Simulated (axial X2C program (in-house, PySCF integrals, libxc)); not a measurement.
# MnP⁺: from the state search to constants, part 2 of 2

Computed with an in-house X2C program for linear molecules on PySCF integrals; all-electron X2C, Mn dyall-cv3z, P dyall-v3z. Earlier steps stand in the parts before.

### Step 9. PBE0, 2c

State followed: Ω = 3/2 (excess of +ω over −ω: ω = 1/2, ω = -3/2, ω = 5/2). The scan is laid around 2.275 Å, a first estimate of the minimum, and this SCF restarts from the orbitals of the search.

Output at 2.275 Å:

```text
two-component X2C + atomic mean field  PBE0
basis functions 154  fitting functions 890  grid points 5082
iter        total energy     max residual
   1      -1499.794366603     8.10e-05
   2      -1499.794366606     1.36e-05
converged
one-electron -2232.26894388  Coulomb 720.98674073  exact exchange -18.48229884  xc functional -56.90747161  nuclear repulsion 87.22701279  atomic mean-field constant -0.34940579
```

Along the bond, energies from the lowest point:

| R (Å) | E (eV) | μ (D) | HOMO (eV) | LUMO (eV) | iterations |
| --- | --- | --- | --- | --- | --- |
| 1.979 | 0.4800 | -2.92 | -12.75 | -9.03 | 23 |
| 2.070 | 0.1963 | -3.09 | -12.76 | -8.89 | 13 |
| 2.139 | 0.0754 | -3.19 | -12.76 | -8.78 | 12 |
| 2.207 | 0.0145 | -3.27 | -12.75 | -8.67 | 11 |
| 2.275 | 0.0000 | -3.32 | -12.74 | -8.57 | 2 |
| 2.355 | 0.0270 | -3.35 | -12.72 | -8.48 | 11 |
| 2.434 | 0.0877 | -3.34 | -12.69 | -8.54 | 11 |
| 2.537 | 0.1969 | -3.30 | -12.66 | -8.58 | 11 |
| 2.662 | 0.3551 | -3.20 | -12.58 | -8.59 | 11 |
| 2.844 | 0.5944 | -3.06 | -12.47 | -8.53 | 12 |

Dipoles are positive if P is the positive end and refer to the centre of mass.

Outer spinors at the reference distance:

```json
{"ω": "-1/2", "occupied": "yes", "ε (eV)": "-22.45", "atomic character": "75% P s, 10% Mn p, 7% Mn d", "λ mixture": "100% σ"}
{"ω": "1/2", "occupied": "yes", "ε (eV)": "-20.17", "atomic character": "65% P s, 17% Mn d, 9% Mn p", "λ mixture": "100% σ"}
{"ω": "-3/2", "occupied": "yes", "ε (eV)": "-17.13", "atomic character": "100% Mn d", "λ mixture": "100% δ"}
{"ω": "5/2", "occupied": "yes", "ε (eV)": "-17.05", "atomic character": "100% Mn d", "λ mixture": "100% δ"}
{"ω": "-1/2", "occupied": "yes", "ε (eV)": "-17.02", "atomic character": "98% Mn d", "λ mixture": "100% π"}
{"ω": "3/2", "occupied": "yes", "ε (eV)": "-16.97", "atomic character": "98% Mn d", "λ mixture": "100% π"}
{"ω": "1/2", "occupied": "yes", "ε (eV)": "-16.67", "atomic character": "83% Mn d, 10% P s, 3% P p", "λ mixture": "100% σ"}
{"ω": "-1/2", "occupied": "yes", "ε (eV)": "-13.61", "atomic character": "71% P p, 10% Mn s, 10% Mn d", "λ mixture": "100% σ"}
{"ω": "1/2", "occupied": "yes", "ε (eV)": "-13.06", "atomic character": "81% P p, 14% Mn d, 5% Mn p", "λ mixture": "100% π"}
{"ω": "-3/2", "occupied": "yes", "ε (eV)": "-13.03", "atomic character": "80% P p, 14% Mn d, 5% Mn p", "λ mixture": "100% π"}
{"ω": "1/2", "occupied": "yes", "ε (eV)": "-12.74", "atomic character": "47% P p, 44% Mn s, 5% P s", "λ mixture": "100% σ"}
{"ω": "-1/2", "occupied": "no", "ε (eV)": "-8.57", "atomic character": "73% P p, 22% Mn p, 4% Mn d", "λ mixture": "100% π"}
{"ω": "3/2", "occupied": "no", "ε (eV)": "-8.54", "atomic character": "73% P p, 22% Mn p, 4% Mn d", "λ mixture": "100% π"}
{"ω": "1/2", "occupied": "no", "ε (eV)": "-8.40", "atomic character": "39% Mn p, 29% P p, 28% Mn s", "λ mixture": "100% σ"}
{"ω": "-1/2", "occupied": "no", "ε (eV)": "-8.15", "atomic character": "50% Mn d, 43% Mn s, 3% P p", "λ mixture": "100% σ"}
```

PBE0 fields in the half plane through the axis: z from -2.4 to 4.5 Å across, distance from the axis 0.15 to 2.25 Å upwards; Mn lies at z = 0 and P at z = 2.275 Å; the ELF is damped to zero where the density is low.

log10 density (e/bohr³). Ten even steps from '0' (-4.99 ) to '9' (1.39 ):
```
000112222222222222221110
001122233333333333322211
011223333344444444333221
112233444444444554443321
122334455555555555544322
123345566655556666554432
123345678766666676655432
123445789876666997655432
```

ELF. Ten even steps from '0' (0.00 ) to '9' (0.94 ):
```
000000001111111111000000
000001112222223333320000
000011122334455666653100
000111112235667888876300
000111122125788899998520
000111245323788669999741
000112588832782111999851
000012767662771982699862
```

Re = 2.266 Å, ωe = 328 cm⁻¹, ωexe = 1.86 cm⁻¹, Be = 0.1658 cm⁻¹, De = 1.80 eV, μ = -3.31 D.

### Step 10. HF, 2c

The SCF at the reference distance of 2.275 Å:

```text
two-component X2C + atomic mean field  HF
basis functions 154  fitting functions 890  grid points 5082
iter        total energy     max residual
   1      -1498.333791498     2.04e-01
   2      -1498.374937738     1.37e-02
   3      -1498.381374848     2.74e-02
   4      -1498.382529744     5.33e-03
   5      -1498.382931412     4.70e-03
   6      -1498.383410908     6.50e-03
   7      -1498.383566859     3.65e-03
   8      -1498.383628377     6.24e-04
   9      -1498.383634562     3.33e-04
  10      -1498.383635372     1.38e-04
  11      -1498.383635535     4.20e-05
  12      -1498.383635571     2.78e-05
  13      -1498.383635577     1.10e-05
  14      -1498.383635578     5.00e-06
  15      -1498.383635579     6.57e-06
  16      -1498.383635580     6.20e-06
  17      -1498.383635580     2.26e-06
converged
one-electron -2231.78183376  Coulomb 720.62760815  exact exchange -74.10701698  xc functional 0.00000000  nuclear repulsion 87.22701279  atomic mean-field constant -0.34940579
```

No constants are quoted: the lowest point is the long end of the scan.

### Step 11. B97-3, 2c

Output at 2.275 Å:

```text
two-component X2C + atomic mean field  B97-3
basis functions 154  fitting functions 890  grid points 5082
iter        total energy     max residual
   1      -1499.951458090     2.72e-02
   2      -1499.953262096     1.23e-02
   3      -1499.953978225     4.85e-03
   4      -1499.954131500     4.23e-03
   5      -1499.954344148     1.69e-03
   6      -1499.954366846     7.71e-04
   7      -1499.954375665     1.17e-04
   8      -1499.954375974     6.13e-05
   9      -1499.954376043     2.04e-05
  10      -1499.954376047     7.26e-06
converged
one-electron -2232.34816052  Coulomb 721.06622153  exact exchange -19.90701961  xc functional -55.64302445  nuclear repulsion 87.22701279  atomic mean-field constant -0.34940579
```

Re = 2.280 Å, ωe = 326 cm⁻¹, ωexe = 1.6 cm⁻¹, Be = 0.1637 cm⁻¹, De = 2.14 eV, μ = -3.28 D.

### Step 12. MP2 and beyond, 2c

Correlated methods: 11 electrons correlated (frozen shells, counted by type: Mn 3 s, 2 p; P 2 s, 1 p), 233 virtual spinors in MP2, 90 natural virtuals in coupled cluster.

Output of the correlated part at 2.275 Å:

```text
correlated 11  virtual 233  natural virtual 90  E(MP2) -0.207423305  MP2 remainder -0.008957193
iter   CCSD correlation   residual
   1     -0.216905861   1.08e-01
   2     -0.224164784   5.23e-02
   3     -0.226163501   2.88e-02
   4     -0.227507817   1.81e-02
   5     -0.227931330   7.80e-03
   6     -0.228016550   3.74e-03
   7     -0.228058039   2.08e-03
   8     -0.228054670   1.18e-03
   9     -0.228058400   5.79e-04
  10     -0.228063059   2.58e-04
  11     -0.228065782   1.19e-04
  12     -0.228066201   5.68e-05
  13     -0.228066314   3.14e-05
  14     -0.228066631   1.63e-05
  15     -0.228067104   9.26e-06
  16     -0.228067353   4.67e-06
  17     -0.228067452   2.59e-06
  18     -0.228067483   1.59e-06
  19     -0.228067503   8.95e-07
(T) -0.008805642  T1 0.0513  D1 0.1154  max T2 0.080
```

MP2: No constants are quoted: the reference is strongly spin-contaminated.

CCSD: No constants are quoted: too few points lie around the minimum for a second fit to confirm the first.

CCSD(T): No constants are quoted: too few points lie around the minimum for a second fit to confirm the first.

### Step 13. A higher determinant, 2c

State: Ω = 7/2 (excess of +ω over −ω: ω = -1/2, ω = 3/2, ω = 5/2).

Output at the reference distance:

```text
two-component X2C + atomic mean field  PBE0
basis functions 154  fitting functions 890  grid points 5082
iter        total energy     max residual
   1      -1499.766458820     6.25e-05
   2      -1499.766458824     1.62e-05
converged
one-electron -2232.06907085  Coulomb 720.84180053  exact exchange -18.49528931  xc functional -56.92150620  nuclear repulsion 87.22701279  atomic mean-field constant -0.34940579
```

| R (Å) | E above the lowest PBE0 point (eV) |
| --- | --- |
| 1.979 | 2.121 |
| 2.070 | 1.472 |
| 2.139 | 1.139 |
| 2.207 | 0.909 |
| 2.275 | 0.759 |
| 2.355 | 0.666 |
| 2.434 | 0.638 |
| 2.537 | 0.671 |
| 2.662 | 0.780 |

Re = 2.436 Å, ωe = 321 cm⁻¹, ωexe = 1.55 cm⁻¹, Be = 0.1434 cm⁻¹, μ = -4.02 D. Te = 0.64 eV.

### Step 14. The 2c curves together

Energy (eV) of the followed determinant, 2c, from each level's lowest point:

| R (Å) | PBE0 | HF | MP2 (spin-contaminated) | CCSD | CCSD(T) | B97-3 |
| --- | --- | --- | --- | --- | --- | --- |
| 1.979 | 0.480 | 1.933 | 0.937 | n/a | n/a | 0.523 |
| 2.070 | 0.196 | 1.278 | 0.491 | 0.428 | 0.379 | 0.225 |
| 2.139 | 0.075 | 0.922 | 0.272 | 0.237 | 0.204 | 0.094 |
| 2.207 | 0.014 | 0.653 | 0.130 | 0.109 | 0.088 | 0.023 |
| 2.275 | 0.000 | 0.452 | 0.047 | 0.035 | 0.024 | 0.000 |
| 2.355 | 0.027 | 0.282 | 0.005 | 0.000 | 0.000 | 0.019 |
| 2.434 | 0.088 | 0.164 | 0.000 | 0.004 | 0.015 | 0.075 |
| 2.537 | 0.197 | 0.068 | 0.029 | 0.048 | 0.071 | 0.183 |
| 2.662 | 0.355 | 0.011 | 0.093 | n/a | n/a | 0.345 |
| 2.844 | 0.594 | 0.000 | 0.213 | n/a | n/a | 0.599 |

The whole job took 2.8 min on 1 thread of Arm Neoverse V1, shared host; peak memory 0.67 GiB.

### Step 15. Constants

The summary covers parts 1 to 2.

Lowest determinant that the search found at its distance, spin-free: M_S = 3/2, Λ = 0 (beyond closed shells: σα, δ+α, δ-α).

Lowest determinant that the search found at its distance, 2c: Ω = 3/2 (excess of +ω over −ω: ω = 1/2, ω = -3/2, ω = 5/2).

| Hamiltonian | level | Re (Å) | ωe (cm⁻¹) | De (eV) | μ (D) |
| --- | --- | --- | --- | --- | --- |
| spin-free | PBE0 | 2.265 | 328 | 1.80 | -3.31 |
| spin-free | B97-3 | 2.280 | 327 | 2.14 | -3.28 |
| 2c | PBE0 | 2.266 | 328 | 1.80 | -3.31 |
| 2c | B97-3 | 2.280 | 326 | 2.14 | -3.28 |

Dipoles are positive if P is the positive end and refer to the centre of mass. No constants: spin-free HF (the lowest point is the long end of the scan); spin-free MP2 (the reference is strongly spin-contaminated); spin-free CCSD (too few points lie around the minimum for a second fit to confirm the first); spin-free CCSD(T) (too few points lie around the minimum for a second fit to confirm the first); 2c HF (the lowest point is the long end of the scan); 2c MP2 (the reference is strongly spin-contaminated); 2c CCSD (too few points lie around the minimum for a second fit to confirm the first); 2c CCSD(T) (too few points lie around the minimum for a second fit to confirm the first). Spin-free ⟨S²⟩ is off its pure value at PBE0 5.56, B97-3 5.48.

Time per point (s) on 1 thread of Arm Neoverse V1, shared host (2c runs); the times are rough: PBE0 0.57, B97-3 0.63.

In words: At PBE0, going from spin-free to two-component changes Re by 0 mÅ, ωe by 0.0 %; the spin-free picture holds up (part of it comes from the scalar share of the two-electron terms). De moves by 0.00 eV; both De rest on single-determinant atoms, which can miss part of an open shell's spin–orbit lowering.

De refers to Mn+ + P, each in the lowest determinant found, which need not be this curve's own limit. Each curve is one determinant whose occupation by symmetry is held fixed; it was picked as the lowest of a PBE0 search that is not exhaustive. De is counted from the lowest determinant-based energies of the atoms at the same level, without counterpoise correction. Density functionals use the spin component along the axis (collinear). With several unpaired electrons one determinant need not be a pure state. The spin-free determinant is spin-contaminated at some levels.
